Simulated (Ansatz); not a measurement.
# AlNi (CsCl type): the cost of one run

Method: DFT, PBE, all-electron LAPW, scalar-relativistic, in Ansatz 0.2.0.

### Step 1. Starting point

It takes space group Pm-3m (No. 221, cubic). The conventional cell has a = 2.894 Å, b = 2.894 Å, c = 2.894 Å, α = 90.00°, β = 90.00°, γ = 90.00°. Ni (site symmetry m-3m) has 8 Al at 2.51 Å as nearest neighbours. Around Al (site symmetry m-3m) lie 8 Ni at 2.51 Å.

Structure file:

```cif
data_structure
_symmetry_space_group_name_H-M 'Pm-3m'
_symmetry_Int_Tables_number 221
_cell_length_a 2.8936
_cell_length_b 2.8936
_cell_length_c 2.8936
_cell_angle_alpha 90.000
_cell_angle_beta 90.000
_cell_angle_gamma 90.000
_cell_volume 24.23
loop_
_atom_site_label
_atom_site_type_symbol
_atom_site_symmetry_multiplicity
_atom_site_Wyckoff_symbol
_atom_site_fract_x
_atom_site_fract_y
_atom_site_fract_z
_atom_site_occupancy
Ni1 Ni 1 a 0.00000 0.00000 0.00000 1
Al1 Al 1 b 0.50000 0.50000 0.50000 1
```

The file gives the conventional cell by its symmetry; the runs use the cell typed in the input.

Atoms are numbered in the order of the input: Ni1, Ni2, Al3, Al4.

### Step 2. Bulk in the slab's orientation, LAPW

input.yaml

```yaml
crystal:
  lattice:
    - [0.0, 0.0, 2.8935740661]
    - [2.8935740661, -2.8935740661, 0.0]
    - [2.8935740661, 2.8935740661, 0.0]
  atoms:
    - { symbol: Ni, position: [0.0, 0.0, 0.0] }
    - { symbol: Ni, position: [0.0, 0.5, 0.5] }
    - { symbol: Al, position: [0.5, 0.5, 0.0] }
    - { symbol: Al, position: [0.5, 0.0, 0.5] }
kpoints:
  mp_grid: { grid: [13, 9, 9] }
scf:
  occupations: { method: fermi_dirac, width: 0.1 }
hamiltonian:
  xc: pbe
  pseudopotentials: { kind: all_electron, lapw: { basis_error: 0.001 } }
output:
  forces: true
  stress: true
  eigenvalues: true
```

On the command line:

```console
$ ansatz run input.yaml --threads 4 --pin off --max-ram 12288MiB --backend cpu --events-out ev --progress --plain --runs-dir out
```

Q: Estimate wall time and peak memory on 4 threads of Arm Neoverse V1, shared host.

About 15 s, with a peak of 0.68 GiB.
